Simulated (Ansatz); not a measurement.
# CH₂Ge (triplet): RPA-PBE over vertical spin and charge gaps, cc-pVDZ

How well do these functionals follow the top wave-function level for CH₂Ge (triplet) over vertical spin and charge gaps?

Method: cc-pVDZ, all electrons in the functionals, frozen cores in the correlation of double hybrids and RPA; program: Ansatz 0.2.0, Gaussian basis.

To be run: RPA-PBE, at charge 0, triplet; charge 0, singlet; charge 0, quintet; charge 1, doublet; charge 1, quartet.

6 further runs of the same task are left out: 6 set aside as unsound or not needed.

### 1 The geometry

The geometry is a PBE0/def2-TZVP stationary point (not a proven minimum). No spin-orbit coupling is included. The filled d shell of Ge may be among the frozen orbitals whatever the setting's name suggests; the logs give the count.

4 atoms, charge 0, spin multiplicity 3.

Atoms are counted from 1 here; the program's logs count them from 0.

Bond lengths: Ge1–C2 1.905 Å, Ge1–H3 1.592 Å, C2–H4 1.091 Å. Angles: C2–Ge1–H3 95.9°, Ge1–C2–H4 136.5°.

No dispersion term is added.

The geometry shown and the zero of energy belong to the point charge 0, triplet. The yardstick, RCCSDTQ, and other wave-function levels (R restricted, U unrestricted, valence and pair active spaces) come from earlier runs.

### 2 RPA-PBE, charge 0, triplet

Input file in.yaml:

```yaml
crystal:
  periodic: [false, false, false]
  atoms:
    - {symbol: Ge, position_ang: [0.000000, -0.044572, 0.290198]}
    - {symbol: C, position_ang: [0.000000, 0.182313, -1.601029]}
    - {symbol: H, position_ang: [0.000000, 1.508639, 0.640309]}
    - {symbol: H, position_ang: [0.000000, -0.468907, -2.476239]}
basis:
  gaussian: {orbitals: cc-pVDZ}
magnetization: {spin_polarized: true, initial_magnetization: 2}
hamiltonian: {xc: {name: PBE}}
correlation: {method: rpa, electrons: outside_noble_gas}
```

Launch:

```sh
$ ansatz run in.yaml --threads 1 --pin off --events-out ev --progress --plain --max-ram 2816MiB --backend cpu
```

The log of the run:

```text
Functional definition: PBE
  name "PBE"
  cite "Perdew, Burke & Ernzerhof, Phys. Rev. Lett. 77, 3865 (1996) doi:10.1103/PhysRevLett.77.3865"
  parent pbe
  parameter kappa = 0.804
  parameter beta = 0.06672455060314922
  exchange = pbe_x(kappa = kappa, mu = beta*pi^2/3)
  correlation = pbe_c(beta = beta)
548 factors; integrals over basis functions are off by at most 1.1e-3 eV
mean field evaluation 1: about -57565.4282 eV, gradient 3.2e1 eV
mean field evaluation 2: about -57565.4236 eV, gradient 3.2e1 eV
mean field evaluation 4: about -57571.1880 eV, gradient 9.3e0 eV
mean field evaluation 8: about -57572.2859 eV, gradient 2.1e-1 eV
mean field evaluation 16: about -57572.2860 eV, gradient 4.1e-5 eV
mean field evaluation 32: about -57570.3831 eV, gradient 9.8e-3 eV
mean field evaluation 64: about -57572.2791 eV, gradient 2.2e-1 eV
mean field evaluation 96: about -57569.1873 eV, gradient 4.1e0 eV
mean field -57572.28601636 eV, -2115.7424872041 hartree, gradient 4.5e-6 eV, S^2 2.005639; 9 other end points of the search recorded, 0 dependent functions left out
15 core orbitals not correlated: weight in the atoms' cores, before any rotation towards them, 0.998 or more for the frozen orbitals, at most 0.001 for the correlated occupied ones
reference -57530.42201557 eV, -2114.2040135516 hartree; 6, 4 occupied and 30, 32 virtual orbitals, 548 factors
Total energy: -57539.76981204 eV, -2114.5475387358 hartree
```

Wall time 5.5 s (1 thread of AMD EPYC 7R13, shared host).

From the report: ⟨S²⟩ of the determinant 2.006 (pure triplet: 2.00).

### 3 RPA-PBE, charge 0, singlet

in.yaml: that of step 2 with these lines changed.

```diff
@@ -9,3 +9,3 @@
   gaussian: {orbitals: cc-pVDZ}
-magnetization: {spin_polarized: true, initial_magnetization: 2}
+magnetization: {spin_polarized: true, initial_magnetization: 0}
 hamiltonian: {xc: {name: PBE}}
```

The command is unchanged.

The log of the run, cut to the lines that bear on the results:

```text
Functional definition: PBE
  name "PBE"
  cite "Perdew, Burke & Ernzerhof, Phys. Rev. Lett. 77, 3865 (1996) doi:10.1103/PhysRevLett.77.3865"
  parent pbe
[...]
548 factors; integrals over basis functions are off by at most 1.1e-3 eV
[...]
mean field -57572.56948172 eV, -2115.7529043641 hartree, gradient 7.5e-6 eV, S^2 0.386100; 12 other end points of the search recorded, 0 dependent functions left out
15 core orbitals not correlated: weight in the atoms' cores, before any rotation towards them, 0.998 or more for the frozen orbitals, at most 0.001 for the correlated occupied ones
reference -57529.35575220 eV, -2114.1648290953 hartree; 5, 5 occupied and 31, 31 virtual orbitals, 548 factors
Total energy: -57540.08722871 eV, -2114.5592035832 hartree
```

Wall time 6 s (1 thread of AMD EPYC 7R13, shared host).

From the report: ⟨S²⟩ of the determinant 0.386 (pure singlet: 0.00).

From charge 0, triplet: -30.6 kJ/mol.

### 4 RPA-PBE, charge 0, quintet

in.yaml: that of step 3 with these lines changed.

```diff
@@ -9,3 +9,3 @@
   gaussian: {orbitals: cc-pVDZ}
-magnetization: {spin_polarized: true, initial_magnetization: 0}
+magnetization: {spin_polarized: true, initial_magnetization: 4}
 hamiltonian: {xc: {name: PBE}}
```

Same command.

The log of the run, cut to the lines that bear on the results:

```text
Functional definition: PBE
  name "PBE"
  cite "Perdew, Burke & Ernzerhof, Phys. Rev. Lett. 77, 3865 (1996) doi:10.1103/PhysRevLett.77.3865"
  parent pbe
[...]
548 factors; integrals over basis functions are off by at most 1.1e-3 eV
[...]
mean field -57569.35421100 eV, -2115.6347453443 hartree, gradient 5.4e-6 eV, S^2 6.006169; 1 other end points of the search recorded, 0 dependent functions left out
15 core orbitals not correlated: weight in the atoms' cores, before any rotation towards them, 0.998 or more for the frozen orbitals, at most 0.001 for the correlated occupied ones
reference -57528.96510797 eV, -2114.1504731848 hartree; 7, 3 occupied and 29, 33 virtual orbitals, 548 factors
Total energy: -57536.98098784 eV, -2114.4450513365 hartree
```

Wall time 2.2 s (1 thread of AMD EPYC 7R13, shared host).

From the report: ⟨S²⟩ of the determinant 6.006 (pure quintet: 6.00).

From charge 0, triplet: +269.1 kJ/mol.

### 5 RPA-PBE, charge 1, doublet

in.yaml: that of step 4 with these lines changed.

```diff
@@ -9,3 +9,4 @@
   gaussian: {orbitals: cc-pVDZ}
-magnetization: {spin_polarized: true, initial_magnetization: 4}
+total_charge: 1
+magnetization: {spin_polarized: true, initial_magnetization: 1}
 hamiltonian: {xc: {name: PBE}}
```

Same command.

The log of the run, cut to the lines that bear on the results:

```text
Functional definition: PBE
  name "PBE"
  cite "Perdew, Burke & Ernzerhof, Phys. Rev. Lett. 77, 3865 (1996) doi:10.1103/PhysRevLett.77.3865"
  parent pbe
[...]
548 factors; integrals over basis functions are off by at most 1.1e-3 eV
[...]
mean field -57564.07482629 eV, -2115.4407315349 hartree, gradient 1.7e-6 eV, S^2 0.850626; 5 other end points of the search recorded, 0 dependent functions left out
15 core orbitals not correlated: weight in the atoms' cores, before any rotation towards them, 0.998 or more for the frozen orbitals, at most 0.001 for the correlated occupied ones
reference -57522.11753155 eV, -2113.8988293928 hartree; 5, 4 occupied and 31, 32 virtual orbitals, 548 factors
Total energy: -57531.65173094 eV, -2114.2492047579 hartree
```

Wall time 3.1 s (1 thread of AMD EPYC 7R13, shared host).

From the report: ⟨S²⟩ of the determinant 0.851 (pure doublet: 0.75).

From charge 0, triplet: +783.3 kJ/mol.

### 6 RPA-PBE, charge 1, quartet

in.yaml: that of step 5 with these lines changed.

```diff
@@ -10,3 +10,3 @@
 total_charge: 1
-magnetization: {spin_polarized: true, initial_magnetization: 1}
+magnetization: {spin_polarized: true, initial_magnetization: 3}
 hamiltonian: {xc: {name: PBE}}
```

Same command.

The log of the run, cut to the lines that bear on the results:

```text
Functional definition: PBE
  name "PBE"
  cite "Perdew, Burke & Ernzerhof, Phys. Rev. Lett. 77, 3865 (1996) doi:10.1103/PhysRevLett.77.3865"
  parent pbe
[...]
548 factors; integrals over basis functions are off by at most 1.1e-3 eV
[...]
mean field -57562.76143398 eV, -2115.3924652578 hartree, gradient 4.2e-6 eV, S^2 3.755663; 3 other end points of the search recorded, 0 dependent functions left out
15 core orbitals not correlated: weight in the atoms' cores, before any rotation towards them, 0.998 or more for the frozen orbitals, at most 0.001 for the correlated occupied ones
reference -57522.27092829 eV, -2113.9044666189 hartree; 6, 3 occupied and 30, 33 virtual orbitals, 548 factors
Total energy: -57530.34802355 eV, -2114.2012943950 hartree
```

Run time: 2.6 s. Hardware: 1 thread of AMD EPYC 7R13, shared host.

From the report: ⟨S²⟩ of the determinant 3.756 (pure quartet: 3.75).

From charge 0, triplet: +909.1 kJ/mol.

### 7 Against the wave-function levels

The yardstick is RCCSDTQ, where the cluster series has nearly closed. It comes from earlier runs at the same points. Energies in kJ/mol, counted from charge 0, triplet; blanks weren't run or aren't comparable.

```csv
level,triplet to singlet,triplet to quintet,ionisation to the doublet cation,ionisation to the quartet cation
RCCSDTQ,,252.6,771.9,895.3
RPA-PBE,-30.6,269.1,783.3,909.1
```

Largest miss and mean time a point (RCCSDTQ took 49 s a point; shared hosts):

```csv
level,largest miss (kJ/mol),where,time a point
RPA-PBE,+16.5,triplet to quintet,3.9 s
```

### 8 Outcome

| quantity | value |
| --- | --- |
| triplet to quintet, RCCSDTQ | 252.6 kJ/mol |
| ionisation to the doublet cation, RCCSDTQ | 771.9 kJ/mol |
| ionisation to the quartet cation, RCCSDTQ | 895.3 kJ/mol |
| largest miss, RPA-PBE | +16.5 kJ/mol (triplet to quintet) |

What this shows: Misses are known at 3 of 4 points at best, and only functionals with that many are ranked. RPA-PBE strays by up to 16.5 kJ/mol, at triplet to quintet. RPA-PBE clearly breaks the spin symmetry at some points (⟨S²⟩ up to 0.39 above the pure value), so energy there is bought with a mixed spin. Functionals and the yardstick converge differently with the basis, so part of each miss in cc-pVDZ is the basis.
